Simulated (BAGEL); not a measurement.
**doublet BH2BrF at 4 levels**

Aim: a comparison of 4 runs (UHF/STO-3G, UHF/3-21G, UHF/6-31G*, ROHF/def2-SVPD) of doublet BH2BrF. 

The results are computed with BAGEL 1.2.2.

6 further runs of the same task are left out: 5 that didn't finish, 1 set aside as unsound or not needed.

### 1 The system as given

BH2BrF: 5 atoms, total charge 0, spin state doublet. SMILES of the parent species: `F[BH2-]Br`. The coordinates come from a GFN2-xTB relaxation. That shape belongs to the parent species and isn't relaxed for this state.

Bond lengths: F1–B2 1.400 Å, B2–Br3 2.042 Å, B2–H4 1.212 Å, B2–H5 1.212 Å. Angles: F1–B2–Br3 108.4°, F1–B2–H4 110.3°, F1–B2–H5 110.4°, Br3–B2–H4 107.2°, Br3–B2–H5 107.1°, H4–B2–H5 113.2°.

### 2 A single-point energy at UHF/STO-3G (density fitting with qzvpp-jkfit) (run 1)

The input, hf.json:

```json
{ "bagel" : [

{
  "title" : "molecule",
  "basis" : "sto-3g",
  "df_basis" : "qzvpp-jkfit",
  "angstrom" : "true",
  "geometry" : [
    { "atom" : "F", "xyz" : [      -0.683800,      -0.270840,       1.225160 ] },
    { "atom" : "B", "xyz" : [      -0.162710,       0.075960,      -0.027450 ] },
    { "atom" : "Br", "xyz" : [       1.752980,      -0.621580,      -0.142400 ] },
    { "atom" : "H", "xyz" : [      -0.113890,       1.281320,      -0.144390 ] },
    { "atom" : "H", "xyz" : [      -0.792580,      -0.464860,      -0.910920 ] }
  ]
},

{ "title" : "uhf", "nopen" : 1 },

{ "title" : "print", "file" : "orbitals.molden", "orbitals" : "true" }

]}
```

On the command line:

```bash
BAGEL_NUM_THREADS=1 BAGEL hf.json > hf.out
```

The program printed:

```text
* using 1 threads per process

  ===============================================================
  ===============================================================

  *** Geometry ***

  { "atom" : "F", "xyz" : [     -1.292195,     -0.511813,      2.315217 ] },
  { "atom" : "B", "xyz" : [     -0.307477,      0.143544,     -0.051873 ] },
  { "atom" : "Br", "xyz" : [      3.312652,     -1.174616,     -0.269097 ] },
  { "atom" : "H", "xyz" : [     -0.215221,      2.421344,     -0.272858 ] },
  { "atom" : "H", "xyz" : [     -1.497759,     -0.878458,     -1.721389 ] },

  Number of auxiliary basis functions:      454

  Since a DF basis is specified, we compute 2- and 3-index integrals:
    o Being stored without compression. Storage requirement is 0.003 GB

  Number of basis functions:       30
  Number of electrons      :       51

    * METHOD: MOLECULE                             0.19

  *** Open-shell HF ***

  === Nuclear Repulsion ===
   144.5103027605

      * DIIS with orbital gradients will be used.

  === UHF iteration (sto-3g) ===
      0      -2668.09141031          0.03249343           0.05
      1      -2668.18069501          0.01086204           0.05
      2      -2668.19179625          0.00416683           0.05
      3      -2668.19529459          0.00277851           0.05
      4      -2668.20108293          0.00256766           0.05
      5      -2668.20853838          0.00164259           0.05
      6      -2668.21165766          0.00173217           0.05
      7      -2668.21093242          0.00140126           0.05
      8      -2668.21201023          0.00058635           0.05
      9      -2668.21207689          0.00002841           0.05
     10      -2668.21207979          0.00001504           0.05
     11      -2668.21208085          0.00000420           0.05
     12      -2668.21208107          0.00000246           0.05
     13      -2668.21208110          0.00000183           0.05
     14      -2668.21208110          0.00000134           0.05
     15      -2668.21208111          0.00000077           0.05
     16      -2668.21208111          0.00000048           0.05
     17      -2668.21208111          0.00000045           0.05
     18      -2668.21208111          0.00000044           0.05
     19      -2668.21208111          0.00000038           0.05
     20      -2668.21208111          0.00000021           0.05
     21      -2668.21208111          0.00000017           0.05
     22      -2668.21208111          0.00000011           0.05
     23      -2668.21208111          0.00000007           0.05
     24      -2668.21208111          0.00000003           0.05
     25      -2668.21208111          0.00000001           0.05
    * SCF iteration converged.

    * S^2 (UHF) is 0.7521

    * Permanent dipole moment:
           (   -1.426726,     0.395522,     0.367012) a.u.

    * METHOD: UHF                                  1.48

    * METHOD: PRINT                                0.00

  ===============================================================
```

It took 1.9 s on 1 thread of Intel Xeon Platinum 8259CL at 2.50GHz (Skylake/Cascade Lake), shared host.

### 3 The energy at UHF/3-21G (density fitting with qzvpp-jkfit) (run 2)

The input, calc.json:

```json
{ "bagel" : [

{
  "title" : "molecule",
  "basis" : "3-21g",
  "df_basis" : "qzvpp-jkfit",
  "angstrom" : true,
  "geometry" : [
    { "atom" : "F", "xyz" : [      -0.683800,      -0.270840,       1.225160 ] },
    { "atom" : "B", "xyz" : [      -0.162710,       0.075960,      -0.027450 ] },
    { "atom" : "Br", "xyz" : [       1.752980,      -0.621580,      -0.142400 ] },
    { "atom" : "H", "xyz" : [      -0.113890,       1.281320,      -0.144390 ] },
    { "atom" : "H", "xyz" : [      -0.792580,      -0.464860,      -0.910920 ] }
  ]
},

{
  "title" : "uhf",
  "nopen" : 1
},

{
  "title" : "print",
  "file" : "orbitals.molden",
  "orbitals" : true
}

]}
```

On the command line:

```bash
BAGEL_NUM_THREADS=1 BAGEL calc.json > calc.out
```

The program printed:

```text
* using 1 threads per process

  ===============================================================
  ===============================================================

  *** Geometry ***

  { "atom" : "F", "xyz" : [     -1.292195,     -0.511813,      2.315217 ] },
  { "atom" : "B", "xyz" : [     -0.307477,      0.143544,     -0.051873 ] },
  { "atom" : "Br", "xyz" : [      3.312652,     -1.174616,     -0.269097 ] },
  { "atom" : "H", "xyz" : [     -0.215221,      2.421344,     -0.272858 ] },
  { "atom" : "H", "xyz" : [     -1.497759,     -0.878458,     -1.721389 ] },

  Number of auxiliary basis functions:      454

  Since a DF basis is specified, we compute 2- and 3-index integrals:
    o Being stored without compression. Storage requirement is 0.007 GB

  Number of basis functions:       44
  Number of electrons      :       51

    * METHOD: MOLECULE                             0.19

  *** Open-shell HF ***

  === Nuclear Repulsion ===
   144.5103027605

      * DIIS with orbital gradients will be used.

  === UHF iteration (3-21g) ===
      0      -2684.50883392          0.04745097           0.07
      1      -2684.58433790          0.02954040           0.07
      2      -2684.60676270          0.01796819           0.07
      3      -2684.61845894          0.00260829           0.07
      4      -2684.62215831          0.00249699           0.07
      5      -2684.62415198          0.00229863           0.07
      6      -2684.62899931          0.00411395           0.07
      7      -2684.62776689          0.00230243           0.07
      8      -2684.63139181          0.00073093           0.07
      9      -2684.63148353          0.00004188           0.07
     10      -2684.63148560          0.00005243           0.07
     11      -2684.63148729          0.00000923           0.07
     12      -2684.63148779          0.00000522           0.07
     13      -2684.63148795          0.00000266           0.07
     14      -2684.63148801          0.00000178           0.07
     15      -2684.63148802          0.00000132           0.07
     16      -2684.63148802          0.00000095           0.07
     17      -2684.63148802          0.00000047           0.07
     18      -2684.63148802          0.00000034           0.07
     19      -2684.63148802          0.00000032           0.07
     20      -2684.63148803          0.00000029           0.07
     21      -2684.63148803          0.00000022           0.07
     22      -2684.63148803          0.00000013           0.08
     23      -2684.63148803          0.00000005           0.07
     24      -2684.63148803          0.00000003           0.07
     25      -2684.63148803          0.00000002           0.07
     26      -2684.63148803          0.00000001           0.07
     27      -2684.63148803          0.00000001           0.07
    * SCF iteration converged.

    * S^2 (UHF) is 0.7536

    * Permanent dipole moment:
           (   -1.337096,     0.252167,     0.613150) a.u.

    * METHOD: UHF                                  2.18

    * METHOD: PRINT                                0.01

  ===============================================================
```

Run time: 2.6 s. Hardware: 1 thread of Intel Xeon Platinum 8259CL at 2.50GHz (Skylake/Cascade Lake), shared host.

Run 3 isn't shown in full; the table further down has it.

### 4 The energy at ROHF/def2-SVPD (density fitting with qzvpp-jkfit) (run 4)

The input, calc.json:

```json
{ "bagel": [

{
  "title": "molecule",
  "basis": "def2-svpd.json",
  "df_basis": "qzvpp-jkfit",
  "angstrom": "true",
  "geometry": [
    { "atom": "F", "xyz": [   -0.683800,   -0.270840,    1.225160 ] },
    { "atom": "B", "xyz": [   -0.162710,    0.075960,   -0.027450 ] },
    { "atom": "Br", "xyz": [    1.752980,   -0.621580,   -0.142400 ] },
    { "atom": "H", "xyz": [   -0.113890,    1.281320,   -0.144390 ] },
    { "atom": "H", "xyz": [   -0.792580,   -0.464860,   -0.910920 ] }
  ]
},
{
  "title": "rohf",
  "nopen": 1
},
{
  "title": "print",
  "file": "orbitals.molden",
  "orbitals": "true"
}

]}
```

The basis set def2-SVPD is read from a file made from the Basis Set Exchange's data (not shown).

On the command line:

```bash
BAGEL_NUM_THREADS=1 BAGEL calc.json > calc.out
```

The program printed:

```text
* using 1 threads per process

  ===============================================================
  ===============================================================

  *** Geometry ***

  { "atom" : "F", "xyz" : [     -1.292195,     -0.511813,      2.315217 ] },
  { "atom" : "B", "xyz" : [     -0.307477,      0.143544,     -0.051873 ] },
  { "atom" : "Br", "xyz" : [      3.312652,     -1.174616,     -0.269097 ] },
  { "atom" : "H", "xyz" : [     -0.215221,      2.421344,     -0.272858 ] },
  { "atom" : "H", "xyz" : [     -1.497759,     -0.878458,     -1.721389 ] },

  Number of auxiliary basis functions:      454

  Since a DF basis is specified, we compute 2- and 3-index integrals:
    o Being stored without compression. Storage requirement is 0.036 GB

  Number of basis functions:      100
  Number of electrons      :       51

    * METHOD: MOLECULE                             0.32

  *** Open-shell HF ***

  === Nuclear Repulsion ===
   144.5103027605

      * DIIS with orbital gradients will be used.

  === ROHF iteration (def2-svpd.json) ===
      0      -2697.04133755          0.03720588           0.20
      1      -2697.15025781          0.02989321           0.19
      2      -2697.20766967          0.01869254           0.20
      3      -2697.25475212          0.00179242           0.21
      4      -2697.25811994          0.00150977           0.20
      5      -2697.25999009          0.00142285           0.19
      6      -2697.26372700          0.00125996           0.19
      7      -2697.26442711          0.00318343           0.22
      8      -2697.26864665          0.00045245           0.21
      9      -2697.26847893          0.00030643           0.20
     10      -2697.26872906          0.00008893           0.19
     11      -2697.26868600          0.00001078           0.20
     12      -2697.26869449          0.00000282           0.20
     13      -2697.26869529          0.00000156           0.19
     14      -2697.26869476          0.00000101           0.20
     15      -2697.26869491          0.00000083           0.19
     16      -2697.26869485          0.00000052           0.20
     17      -2697.26869494          0.00000034           0.20
     18      -2697.26869495          0.00000025           0.19
     19      -2697.26869496          0.00000022           0.20
     20      -2697.26869494          0.00000021           0.20
     21      -2697.26869494          0.00000019           0.19
     22      -2697.26869494          0.00000013           0.19
     23      -2697.26869493          0.00000006           0.20
     24      -2697.26869494          0.00000004           0.20
     25      -2697.26869494          0.00000002           0.19
     26      -2697.26869494          0.00000001           0.20
    * SCF iteration converged.

    * S^2 (ROHF) is 0.7500

    * Permanent dipole moment:
           (   -1.361349,     0.269627,     0.595613) a.u.

    * METHOD: ROHF                                 5.67

    * METHOD: PRINT                                0.02

  ===============================================================
```

Run time: 6.3 s. Hardware: 1 thread of Intel Xeon Platinum 8259CL at 2.50GHz (Skylake/Cascade Lake), shared host; peak memory 0.13 GiB.

### 5 All runs side by side

```
run                                                               level   energy (Eh)  dipole moment (D)   ⟨S²⟩  wall time
  1                       UHF/STO-3G (density fitting with qzvpp-jkfit)  -2668.212081               3.88  0.752      1.9 s
  2                        UHF/3-21G (density fitting with qzvpp-jkfit)  -2684.631488               3.79  0.754      2.6 s
  3  UHF/6-31G* (density fitting with qzvpp-jkfit, spherical functions)  -2697.357011               3.83  0.759      5.1 s
  4                   ROHF/def2-SVPD (density fitting with qzvpp-jkfit)  -2697.268695               3.84  0.750      6.3 s
```

### 6 Results

```
            quantity           value
 run 4: total energy  -2697.26869 Eh
run 4: dipole moment          3.84 D
         run 4: ⟨S²⟩           0.750
```

**Reading.** The dipole moment (its size) runs from 3.79 D (UHF/3-21G) to 3.88 D (UHF/STO-3G). In run 1 the basis is minimal, so the values are rough. All runs together took 16 s, the longest 6.3 s.
